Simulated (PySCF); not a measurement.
# RuOBr2: structure of the triplet

The task is one start of a wider search on RuOBr2: the triplet, from a PBE0 minimum start. It is relaxed, tested by its Hessian and followed downhill if it is a saddle.

Method: PBE0, basis Ru def2-SVP with ECP28, O def2-SVP, Br def2-SVP, scalar-relativistic core potentials, no spin–orbit coupling, density fitting; program: PySCF 2.14.0.

## (1) Starting geometry

4 atoms, charge 0, spin multiplicity 3.

Bond lengths: Ru1–O2 1.640 Å, Ru1–Br3 2.340 Å, Ru1–Br4 2.340 Å. Angles: O2–Ru1–Br3 119.5°, O2–Ru1–Br4 119.5°, Br3–Ru1–Br4 121.0°.

Z-matrix (Å, degrees; charge 0 multiplicity 3):
```
Ru
O  1 1.6404
Br 1 2.3400 2 119.50
Br 1 2.3400 2 119.50 3 180.00
```

## (2) First SCF at the start

The steps below are one call of a driver around PySCF. For each, scf.py gives the equivalent set-up of the SCF; relaxations use the driver's own optimiser. After this first run the driver tries any further starts and a stability analysis.

Input file scf.py:

```python
from pyscf import gto, scf, dft
mol = gto.M(atom='''
Ru     0.000000     0.000000     0.564490
O     -0.000000    -0.000000     2.204930
Br     2.036530    -0.000000    -0.587890
Br    -2.036530    -0.000000    -0.587890''',
    basis={'Ru': 'def2-SVP', 'O': 'def2-SVP', 'Br': 'def2-SVP'},
    ecp={'Ru': 'def2-SVP'},
    charge=0, spin=2)
mf = dft.UKS(mol, xc='PBE0')
mf.grids.atom_grid = (50, 194)
aux = {'Ru': 'def2-universal-JKFIT', 'O': 'def2-universal-JKFIT', 'Br': 'def2-universal-JKFIT'}
mf = mf.density_fit(auxbasis=aux)
mf.conv_tol = 1e-08
mf.diis_space = 10
mf.max_cycle = 60
mf.init_guess = 'minao'
mf.verbose = 4
mf.kernel()
```

Launch:

```sh
$ OMP_NUM_THREADS=4 python axn.py task.json out
```

Log:

```text
init E= -5305.80548077216
[... the frontier-level lines of each cycle are left out ...]
cycle= 1 E= -5316.14891273944  delta_E= -10.3  |g|= 1.31  |ddm|= 2.54
cycle= 2 E= -5305.47566175927  delta_E= 10.7  |g|= 3.94  |ddm|= 7.99
cycle= 3 E= -5316.90948525295  delta_E= -11.4  |g|= 0.585  |ddm|= 7.59
cycle= 4 E= -5316.81516339583  delta_E= 0.0943  |g|= 0.857  |ddm|= 0.867
cycle= 5 E= -5317.07728557115  delta_E= -0.262  |g|= 0.196  |ddm|= 0.578
cycle= 6 E= -5317.09269078235  delta_E= -0.0154  |g|= 0.0551  |ddm|= 0.184
cycle= 7 E= -5317.09408713725  delta_E= -0.0014  |g|= 0.0116  |ddm|= 0.0606
cycle= 8 E= -5317.09421778329  delta_E= -0.000131  |g|= 0.00365  |ddm|= 0.0258
cycle= 9 E= -5317.09424059474  delta_E= -2.28e-05  |g|= 0.00176  |ddm|= 0.0105
cycle= 10 E= -5317.09424562068  delta_E= -5.03e-06  |g|= 0.000881  |ddm|= 0.00586
cycle= 11 E= -5317.09424660462  delta_E= -9.84e-07  |g|= 0.000198  |ddm|= 0.00268
cycle= 12 E= -5317.09424669497  delta_E= -9.03e-08  |g|= 7.96e-05  |ddm|= 0.000769
cycle= 13 E= -5317.09424671627  delta_E= -2.13e-08  |g|= 4.41e-05  |ddm|= 0.000361
cycle= 14 E= -5317.09424672627  delta_E= -1e-08  |g|= 1.4e-05  |ddm|= 0.000361
Extra cycle  E= -5317.09424672668  delta_E= -4.07e-10  |g|= 2.28e-05  |ddm|= 5.89e-05
converged SCF energy = -5317.09424672668  <S^2> = 2.0130085  2S+1 = 3.0086598
```

This step, with its further starts and checks, ran for 35 s (4 threads of Arm Neoverse V1, shared host).

Energies from each starting density:

```tsv
start	energy (Eh)
the minimal-basis guess	-5317.094247
a thermally smeared density	-5317.093928
a smeared PBE density	-5317.094247
```

This is not the lowest solution: one lies 0.1 kJ/mol lower, at -5317.09429 Eh, and the relaxation starts from that.

## (3) PBE0 minimum start, triplet: relaxation

The program finds C2v symmetry in the start, which this walk keeps. Threshold on the gradient: 0.0003 Eh/bohr, with a further test on the energy change.

scf.py, as its differences from that of step 2:

```diff
@@ -3,4 +3,4 @@
-Ru     0.000000     0.000000     0.564490
-O     -0.000000    -0.000000     2.204930
-Br     2.036530    -0.000000    -0.587890
-Br    -2.036530    -0.000000    -0.587890''',
+Ru     0.000000     0.000000     0.564486
+O      0.000000     0.000000     2.204926
+Br     2.036530     0.000000    -0.587894
+Br    -2.036530     0.000000    -0.587894''',
@@ -17 +16,0 @@
-mf.init_guess = 'minao'
```

Energy and gradient, step by step:

```tsv
step	energy (Eh)	change (kJ/mol)	largest symmetric gradient (Eh/bohr)
0	-5317.094291	0.00	0.00167
1	-5317.094324	-0.09	0.00180
2	-5317.094351	-0.16	0.00049
3	-5317.094355	-0.17	0.00019
4	-5317.094354	-0.17	0.00026
```

The walk took 28 s.

After 4 steps and 0.2 kJ/mol it ends at C2v: Ru–Br 2.357 Å (×2), Ru–O 1.643 Å; Br–Ru–Br 120.1°, Br–Ru–O 119.9° (×2).

## (4) Frequencies

The point was taken to the finer grid, but the Hessian ran out of time, so its nature is unknown.

## (5) Results

| quantity | value |
| --- | --- |
| relaxations | 1 |
| converged | 1 |
| saddle points found | 0 |
| minima found | 0 |

No minimum was confirmed: the time limit cut the work short. Nothing here is shown to be an equilibrium property yet.
